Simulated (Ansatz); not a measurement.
# CdAu: relaxation and properties

The task here is to estimate one member of a computed series from the others.

Method: DFT r2SCAN, scalar-relativistic, plane waves, PAW, in Ansatz 0.2.0.

## The starting structure

The structure is cubic, space group Pm-3m (No. 221). Conventional cell: a = 3.320 Å, b = 3.320 Å, c = 3.320 Å, α = 90.00°, β = 90.00°, γ = 90.00°. Around Cd (site symmetry m-3m) lie 8 Au at 2.88 Å. Around Au (site symmetry m-3m) lie 8 Cd at 2.88 Å.

Structure file:

```cif
data_structure
_symmetry_space_group_name_H-M 'Pm-3m'
_symmetry_Int_Tables_number 221
_cell_length_a 3.3200
_cell_length_b 3.3200
_cell_length_c 3.3200
_cell_angle_alpha 90.000
_cell_angle_beta 90.000
_cell_angle_gamma 90.000
_cell_volume 36.59
loop_
_atom_site_label
_atom_site_type_symbol
_atom_site_symmetry_multiplicity
_atom_site_Wyckoff_symbol
_atom_site_fract_x
_atom_site_fract_y
_atom_site_fract_z
_atom_site_occupancy
Cd1 Cd 1 b 0.50000 0.50000 0.50000 1
Au1 Au 1 a 0.00000 0.00000 0.00000 1
```

Source of the structure: the Crystallography Open Database.

Set-up of the first run:

(A quick probe on a coarse mesh, which set the mesh and smearing, is not shown.)

The input, input.yaml:

```yaml
crystal:
  lattice:
    - [3.32, 0.0, 0.0]
    - [0.0, 3.32, 0.0]
    - [0.0, 0.0, 3.32]
  atoms:
    - { symbol: Cd, position: [0.5, 0.5, 0.5] }
    - { symbol: Au, position: [0.0, 0.0, 0.0] }
basis:
  ecutwfc: 500
kpoints:
  mp_grid: { grid: [12, 12, 12] }
hamiltonian:
  xc: r2scan
scf:
  occupations: { method: gaussian, width: 0.1 }
output:
  forces: true
  stress: true
  eigenvalues: true
  write_density: true
  write_potential: true
  elf: true
  volumetric_format: npy
relax:
  adjacent_minimum: "off"
  f_tol: 0.005
  max_steps: 80
  cell: { stress_tol: 0.05 }
```

Command:

```console
$ ansatz run input.yaml --threads 1 --pin off --max-ram 2560MiB --backend cpu --events-out ev --progress --plain --runs-dir out
```

Steps of the session up to this table: The relaxation; Bands, states and charges; Volume × 0.97; Point at V/V0 = 1.03; Volume × 0.94; Volume × 1.06.

One table of the session follows, with a row left open; its other results are not shown here.

It belongs to the step «Fit of the equation of state». 

```
volume (Å³/atom)  energy above the lowest point (meV/atom)  pressure (GPa)
          17.703                                      25.2            7.75
          18.268                                       5.8            3.48
          18.833                                       0.0            0.01
          19.398                                         ?               ?
          19.963                                      19.2           -5.13
```

Q: Estimate the row for volume (Å³/atom) = 19.398 from the others.

Worked estimate for «energy above the lowest point (meV/atom)». A straight line through the neighbours (18.833, 0.0) and (19.963, 19.2) gives 0.0 + (19.2 − 0.0) × (19.398 − 18.833) / (19.963 − 18.833) = 9.6; a parabola fitted to 3 rows on both sides gives 4.5.

The run gave: energy above the lowest point (meV/atom): 5.1; pressure (GPa): -2.82. In «energy above the lowest point (meV/atom)» the line misses by +4.5 and the parabola by -0.6.
